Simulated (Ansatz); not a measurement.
# CH₉GeN (built from SMILES C[NH][GeH3].[H][H]): a reaction path by the nudged elastic band

What path joins these two structures, and how high does it climb? Both ends were relaxed at PBE0-D4 in triple zeta.

Method: PBE0-D4/def2-SVP; program: Ansatz 0.2.0, Gaussian basis.

22 further runs of the same task are left out: 22 set aside as unsound or not needed.

**1. Where the work starts**

The first end: 12 atoms, charge 0, spin multiplicity 1.

Atoms are counted from 1 here; the program's logs count them from 0.

Bond lengths: Ge1–N2 1.840 Å, Ge1–H4 1.549 Å, Ge1–H5 1.535 Å, Ge1–H6 1.537 Å, N2–C3 1.450 Å, N2–H9 1.010 Å, C3–H10 1.100 Å, C3–H11 1.094 Å, C3–H12 1.094 Å, H7–H8 0.750 Å. Angles: N2–Ge1–H4 113.0°, N2–Ge1–H5 107.1°, N2–Ge1–H6 106.9°, H4–Ge1–H5 109.7°, H4–Ge1–H6 108.5°, H5–Ge1–H6 111.5°, Ge1–N2–C3 118.1°, Ge1–N2–H9 112.8°, C3–N2–H9 111.7°, N2–C3–H10 114.7°, N2–C3–H11 109.5°, N2–C3–H12 110.2°, H10–C3–H11 107.4°, H10–C3–H12 107.9°, H11–C3–H12 106.8°.

Coordinates:

```
Ge   -1.4116    0.8762    0.2650
N     0.1508    0.2655   -0.4911
C     0.3221   -1.1670   -0.6407
H    -2.6778    0.3834   -0.4784
H    -1.3584    2.4104    0.2361
H    -1.4504    0.3399    1.7048
H     2.1458    0.4538    1.1347
H     2.7319    0.3658    1.5943
H     0.3958    0.7608   -1.3369
H    -0.3644   -1.6386   -1.3591
H     0.1714   -1.6556    0.3261
H     1.3448   -1.3947   -0.9547
```

The second end:

```
Ge   -1.1142    1.1230    1.3582
N     0.8237    0.0943   -0.8967
C     0.6641   -1.3499   -0.8896
H    -1.9346    0.3879    0.2916
H    -0.4597    2.3834    0.7829
H    -2.0840    1.5608    2.4795
H     1.7838    0.3525   -0.7082
H    -0.0691    0.1910    1.9827
H     0.5859    0.4797   -1.8016
H    -0.3828   -1.5978   -1.0787
H     0.9090   -1.7347    0.1030
H     1.2779   -1.8903   -1.6231
```

**2. The band at PBE0-D4/def2-SVP**

neb/in.yaml reads:

```yaml
crystal:
  periodic: [false, false, false]
  atoms:
    - {symbol: Ge, position_ang: [-1.411616, 0.876151, 0.264991]}
    - {symbol: N, position_ang: [0.150806, 0.265506, -0.491114]}
    - {symbol: C, position_ang: [0.322099, -1.167010, -0.640699]}
    - {symbol: H, position_ang: [-2.677841, 0.383441, -0.478448]}
    - {symbol: H, position_ang: [-1.358370, 2.410368, 0.236060]}
    - {symbol: H, position_ang: [-1.450422, 0.339931, 1.704847]}
    - {symbol: H, position_ang: [2.145834, 0.453808, 1.134657]}
    - {symbol: H, position_ang: [2.731900, 0.365763, 1.594286]}
    - {symbol: H, position_ang: [0.395775, 0.760834, -1.336909]}
    - {symbol: H, position_ang: [-0.364420, -1.638601, -1.359083]}
    - {symbol: H, position_ang: [0.171419, -1.655621, 0.326147]}
    - {symbol: H, position_ang: [1.344836, -1.394670, -0.954734]}
basis:
  gaussian: {orbitals: def2-SVP}
hamiltonian: {xc: pbe0, dispersion: d4}
neb:
  images: 5
  climbing: true
  max_iterations: 40
  initial_path: idpp
  final_atoms:
    - {symbol: Ge, position_ang: [-1.114241, 1.123013, 1.358200]}
    - {symbol: N, position_ang: [0.823734, 0.094335, -0.896735]}
    - {symbol: C, position_ang: [0.664140, -1.349882, -0.889562]}
    - {symbol: H, position_ang: [-1.934602, 0.387852, 0.291647]}
    - {symbol: H, position_ang: [-0.459733, 2.383386, 0.782859]}
    - {symbol: H, position_ang: [-2.084045, 1.560845, 2.479539]}
    - {symbol: H, position_ang: [1.783838, 0.352513, -0.708233]}
    - {symbol: H, position_ang: [-0.069087, 0.190992, 1.982737]}
    - {symbol: H, position_ang: [0.585915, 0.479678, -1.801622]}
    - {symbol: H, position_ang: [-0.382765, -1.597788, -1.078742]}
    - {symbol: H, position_ang: [0.908988, -1.734717, 0.102974]}
    - {symbol: H, position_ang: [1.277857, -1.890327, -1.623060]}
```

Launch:

```sh
ansatz run in.yaml --threads 4 --pin off --events-out ev --progress --plain --max-ram 9574MiB
```

Standard output:

```text
Functional definition: PBE0
  name "PBE0"
  cite "Adamo & Barone, J. Chem. Phys. 110, 6158 (1999) doi:10.1063/1.478522"
  cite "Perdew, Burke & Ernzerhof, Phys. Rev. Lett. 77, 3865 (1996) doi:10.1103/PhysRevLett.77.3865"
  parent pbe
  parameter a = 0.25
  parameter kappa = 0.804
  parameter beta = 0.06672455060314922
  exchange = (1 - a)*pbe_x(kappa = kappa, mu = beta*pi^2/3) + a*exact_x
  correlation = pbe_c(beta = beta)
1160 factors; integrals over basis functions are off by at most 3.5e-4 eV
mean field evaluation 1: about -59166.2500 eV, gradient 4.9e1 eV
mean field evaluation 2: about -59158.5865 eV, gradient 7.5e1 eV
mean field evaluation 4: about -59171.4391 eV, gradient 3.3e0 eV
mean field evaluation 8: about -59171.4813 eV, gradient 4.6e-2 eV
mean field -59171.48133108 eV, -2174.5118310468 hartree, gradient 2.8e-5 eV, S^2 0.000000; 0 other end points of the search recorded, 0 dependent functions left out
the calculation of the forces begins
reference -59171.48136019 eV, -2174.5118321165 hartree; 27, 27 occupied and 78, 78 virtual orbitals, 1160 factors
[... from here to the last solve, the lines of the solves are left out (139 solves) ...]
WARN: NEB end point (image 0): max|allowed force component| = 4.217e-1 eV/Å (the criterion of neb.relax_end_points is 1.000e-2). That is over neb.f_tol: it is no minimum, so the barrier can be far off. Relax it first
WARN: NEB end point (image 6): max|allowed force component| = 5.519e-1 eV/Å (the criterion of neb.relax_end_points is 1.000e-2). That is over neb.f_tol: it is no minimum, so the barrier can be far off. Relax it first
NEB iter   1: max|band force component| = 4.422e0 eV/Å  barrier→ = 6.0641 eV  barrier← = 6.4800 eV  Δτ_max = 0.2000 Å  (180 SCF iters)
NEB iter   2: max|band force component| = 4.081e0 eV/Å  barrier→ = 4.3881 eV  barrier← = 4.8040 eV  Δτ_max = 0.2000 Å  (139 SCF iters)
NEB iter   3: max|band force component| = 5.123e0 eV/Å  barrier→ = 3.2560 eV  barrier← = 3.6719 eV  Δτ_max = 0.1009 Å  (140 SCF iters)
NEB iter   4: max|band force component| = 2.511e0 eV/Å  barrier→ = 2.8166 eV  barrier← = 3.2325 eV  Δτ_max = 0.2000 Å  (133 SCF iters)
NEB iter   5: max|band force component| = 2.986e0 eV/Å  barrier→ = 2.2353 eV  barrier← = 2.6513 eV  Δτ_max = 0.1014 Å  (130 SCF iters)
NEB iter   6: max|band force component| = 6.542e-1 eV/Å  barrier→ = 1.9478 eV  barrier← = 2.3637 eV  Δτ_max = 0.2000 Å  (132 SCF iters)
NEB iter   7: max|band force component| = 9.412e-1 eV/Å  barrier→ = 1.7906 eV  barrier← = 2.2065 eV  Δτ_max = 0.1005 Å  (123 SCF iters)
NEB iter   8: max|band force component| = 4.469e-1 eV/Å  barrier→ = 1.7256 eV  barrier← = 2.1415 eV  CI = image 3  Δτ_max = 0.1003 Å  (121 SCF iters)
NEB iter   9: max|band force component| = 3.975e-1 eV/Å  barrier→ = 1.6906 eV  barrier← = 2.1066 eV  CI = image 3  Δτ_max = 0.1998 Å  (118 SCF iters)
NEB iter  10: max|band force component| = 7.521e-1 eV/Å  barrier→ = 1.6582 eV  barrier← = 2.0741 eV  CI = image 3  Δτ_max = 0.1006 Å  (123 SCF iters)
NEB iter  11: max|band force component| = 5.060e-1 eV/Å  barrier→ = 1.6487 eV  barrier← = 2.0646 eV  CI = image 3  Δτ_max = 0.0996 Å  (117 SCF iters)
NEB iter  12: max|band force component| = 5.261e-1 eV/Å  barrier→ = 1.6380 eV  barrier← = 2.0540 eV  CI = image 3  Δτ_max = 0.0505 Å  (117 SCF iters)
NEB iter  13: max|band force component| = 2.439e-1 eV/Å  barrier→ = 1.6326 eV  barrier← = 2.0485 eV  CI = image 3  Δτ_max = 0.0933 Å  (119 SCF iters)
NEB iter  14: max|band force component| = 1.879e-1 eV/Å  barrier→ = 1.6302 eV  barrier← = 2.0462 eV  CI = image 3  Δτ_max = 0.0992 Å  (116 SCF iters)
NEB iter  15: max|band force component| = 1.130e-1 eV/Å  barrier→ = 1.6266 eV  barrier← = 2.0426 eV  CI = image 3  Δτ_max = 0.0414 Å  (119 SCF iters)
NEB iter  16: max|band force component| = 1.151e-1 eV/Å  barrier→ = 1.6260 eV  barrier← = 2.0419 eV  CI = image 3  Δτ_max = 0.0208 Å  (113 SCF iters)
NEB iter  17: max|band force component| = 1.720e-1 eV/Å  barrier→ = 1.6259 eV  barrier← = 2.0418 eV  CI = image 3  Δτ_max = 0.0104 Å  (110 SCF iters)
NEB iter  18: max|band force component| = 5.428e-2 eV/Å  barrier→ = 1.6259 eV  barrier← = 2.0418 eV  CI = image 3  Δτ_max = 0.0208 Å  (103 SCF iters)
NEB iter  19: max|band force component| = 3.217e-1 eV/Å  barrier→ = 1.6257 eV  barrier← = 2.0416 eV  CI = image 3  Δτ_max = 0.0104 Å  (114 SCF iters)
1162 factors; integrals over basis functions are off by at most 1.0e-3 eV
mean field -59170.77786315 eV, -2174.4859790771 hartree, gradient 7.3e-7 eV, S^2 0.000000; 0 other end points of the search recorded, 0 dependent functions left out
the calculation of the forces begins
reference -59170.77789284 eV, -2174.4859801681 hartree; 27, 27 occupied and 78, 78 virtual orbitals, 1162 factors
NEB iter  20: max|band force component| = 4.383e-2 eV/Å  barrier→ = 1.6255 eV  barrier← = 2.0414 eV  CI = image 3  CI's point: of a kind that is not told: the force calls were inconclusive, a negative curvature could not be distinguished from the path's own, the only one lies far off the path, or fixed occupations may fill a level only in part  Δτ_max = 0.0000 Å  (909 SCF iters)
Total energy: -59170.01351479 eV, -2174.4578897928 hartree
Atom 0 at    -0.901413     0.784401     0.831671 Å, force    -0.004942     0.006192    -0.006846 eV/Å
Atom 1 at     0.445461     0.213678    -0.537719 Å, force     0.007351    -0.012601     0.017514 eV/Å
Atom 2 at     0.486628    -1.200031    -0.883178 Å, force    -0.003784    -0.006560    -0.003640 eV/Å
Atom 3 at    -2.125096     0.473632    -0.114744 Å, force     0.004822    -0.000214     0.003508 eV/Å
Atom 4 at    -0.993003     2.291314     1.104009 Å, force     0.002090    -0.003594    -0.000061 eV/Å
Atom 5 at    -1.066342    -0.184243     2.008874 Å, force     0.004545    -0.000397    -0.001400 eV/Å
Atom 6 at     1.136950     0.578848     0.367923 Å, force    -0.017121     0.006214    -0.010322 eV/Å
Atom 7 at     1.058924     0.966146     1.469728 Å, force     0.001284    -0.002065    -0.007272 eV/Å
Atom 8 at     0.444537     0.817270    -1.363709 Å, force     0.004166     0.010049     0.007195 eV/Å
Atom 9 at    -0.465381    -1.548430    -1.314600 Å, force     0.002396     0.000930    -0.000355 eV/Å
Atom 10 at     0.684058    -1.781131     0.031319 Å, force    -0.001104     0.000952    -0.000013 eV/Å
Atom 11 at     1.294678    -1.411554    -1.599573 Å, force     0.000298     0.001095     0.001692 eV/Å
Dipole moment:    -0.014796    -0.273443    -0.625266 e Å
```

Run time: 73 s. Hardware: 4 threads of AMD EPYC 9R45, shared host.

The last band:

| image | path (Å) | energy (kJ/mol) | Ge1–H8 (Å) | N2–H7 (Å) | Ge1–N2 (Å) | H7–H8 (Å) |
| --- | --- | --- | --- | --- | --- | --- |
| 0 | 0.00 | 0.0 | 4.38 | 2.58 | 1.84 | 0.75 |
| 1 | 1.10 | -0.7 | 3.81 | 2.48 | 1.84 | 0.77 |
| 2 | 2.20 | 14.1 | 2.90 | 2.05 | 1.85 | 0.77 |
| 3 | 3.29 | 156.8 | 2.07 | 1.20 | 2.00 | 1.17 |
| 4 | 4.51 | 30.2 | 1.57 | 1.02 | 2.58 | 1.86 |
| 5 | 5.72 | -33.7 | 1.54 | 1.02 | 3.02 | 2.54 |
| 6 | 6.93 | -40.1 | 1.53 | 1.01 | 3.15 | 3.27 |

The highest image, 3:

```xyz
12
CH9GeN
Ge   -0.9014    0.7844    0.8317
N     0.4455    0.2137   -0.5377
C     0.4866   -1.2000   -0.8832
H    -2.1251    0.4736   -0.1147
H    -0.9930    2.2913    1.1040
H    -1.0663   -0.1842    2.0089
H     1.1369    0.5788    0.3679
H     1.0589    0.9661    1.4697
H     0.4445    0.8173   -1.3637
H    -0.4654   -1.5484   -1.3146
H     0.6841   -1.7811    0.0313
H     1.2947   -1.4116   -1.5996
```

**3. What came out**

| quantity | value |
| --- | --- |
| PBE0-D4/def2-SVP, 20 iterations | highest 156.8 kJ/mol (image 3), last end -40.1 kJ/mol |
| from earlier runs: barrier over the separately found saddle, CCSD(T)/def2-TZVPP | 185.0 kJ/mol |

In words: The highest image lies 156.8 kJ/mol above the first end, and it climbed, so it estimates the saddle. The ends are not quite minima at this level (largest force component 0.55 eV/Å), so the heights are unreliable: relaxing the first end would lower it and raise the barrier above it. The highest image is 28.2 kJ/mol below the CCSD(T) barrier in triple zeta, which comes from separate runs on the saddle.
